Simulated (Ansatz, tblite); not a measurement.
# The cluster Si2Au4−: rung by rung

One table from this session's results is given with a row withheld; the runs are named, their logs left out.

Method: as each input shows; program: Ansatz 0.2.0, Gaussian basis.

Plan: GFN1-xTB, GFN2-xTB, PBE-D4/def2-TZVPD, r2SCAN-D4/def2-TZVPD, r2SCAN0-D4/def2-TZVPD, HF/def2-TZVPD, MP2/def2-TZVPD, RPA/def2-TZVPD.

7 further runs of the same task are left out: 3 that didn't finish, 4 set aside as unsound or not needed. Runs told in other sessions of the task aren't counted.

## The structure

The doublet was relaxed beforehand with r2SCAN-D4/def2-SVPD. At that level it is the lowest of the isomers that a small search found.

6 atoms, charge -1, spin multiplicity 2.

Bond lengths: Au1–Au3 2.599 Å, Au1–Si5 2.295 Å, Au2–Si5 2.326 Å, Au4–Si5 2.494 Å, Au4–Si6 2.418 Å, Si5–Si6 2.334 Å. Angles: Au3–Au1–Si5 177.8°, Si5–Au4–Si6 56.7°, Au1–Si5–Au2 110.0°, Au1–Si5–Au4 117.8°, Au1–Si5–Si6 140.6°, Au2–Si5–Au4 98.3°, Au2–Si5–Si6 109.2°, Au4–Si5–Si6 60.0°, Au4–Si6–Si5 63.3°.

Au takes a core potential in the def2 sets. No spin-orbit coupling is included. The ion is computed in the gas phase, without counter-ions or solvent.

PBE0-D4/def2-TZVPD was run before; its log isn't repeated, and its numbers join the tables.

The first run:

Tight binding, by tblite at 300 K electronic temperature and without a spin-polarisation term:

```python
tblite.interface.Calculator('GFN1-xTB', numbers, positions, charge=-1, uhf=1).singlepoint()
```

Tight binding, by tblite at 300 K electronic temperature and without a spin-polarisation term:

```python
tblite.interface.Calculator('GFN2-xTB', numbers, positions, charge=-1, uhf=1).singlepoint()
```

start.molden holds the orbitals of an earlier run on this state, given as this run's starting guess.

Input file in.yaml:

```yaml
crystal:
  periodic: [false, false, false]
  atoms:
    - {symbol: Au, position_ang: [-0.938427, -1.449577, -0.291932]}
    - {symbol: Au, position_ang: [-0.204985, 1.985785, -1.701447]}
    - {symbol: Au, position_ang: [-1.919523, -3.816102, -0.728252]}
    - {symbol: Au, position_ang: [2.387766, 0.788321, 0.569089]}
    - {symbol: Si, position_ang: [-0.069231, 0.621388, 0.178003]}
    - {symbol: Si, position_ang: [0.744389, 1.870195, 1.974540]}
basis:
  gaussian: {orbitals: def2-TZVPD, initial_orbitals: start.molden}
total_charge: -1
magnetization: {spin_polarized: true, initial_magnetization: 1}
hamiltonian: {xc: pbe, dispersion: d4}
scf: {omitted_lower_state_checks: [starts]}
output: {forces: true, orbitals: {seedname: orbitals}}
```

Launch:

```bash
$ ansatz run in.yaml --threads 4 --pin off --events-out ev --progress --plain --max-ram 4787MiB
```

Among the steps run: PBE-D4/def2-TZVPD; r2SCAN-D4/def2-TZVPD; r2SCAN0-D4/def2-TZVPD; HF/def2-TZVPD; MP2/def2-TZVPD; RPA/def2-TZVPD.

One of the session's tables, all rows but one given; the rest of the session is left out.

| level | HOMO (eV) | LUMO (eV) | gap (eV) |
| --- | --- | --- | --- |
| HF/def2-TZVPD | -2.77 | 3.14 | 5.91 |
| PBE-D4/def2-TZVPD | -0.84 | -0.04 | 0.79 |
| r2SCAN-D4/def2-TZVPD | ? | ? | ? |
| PBE0-D4/def2-TZVPD | -1.45 | 0.72 | 2.17 |
| r2SCAN0-D4/def2-TZVPD | -1.65 | 0.77 | 2.42 |

Estimate the missing values for r2SCAN-D4/def2-TZVPD.

As computed: HOMO (eV): -1.05; LUMO (eV): 0.12; gap (eV): 1.17. In the column «HOMO (eV)» it lies between PBE0-D4/def2-TZVPD (-1.45) and PBE-D4/def2-TZVPD (-0.84).
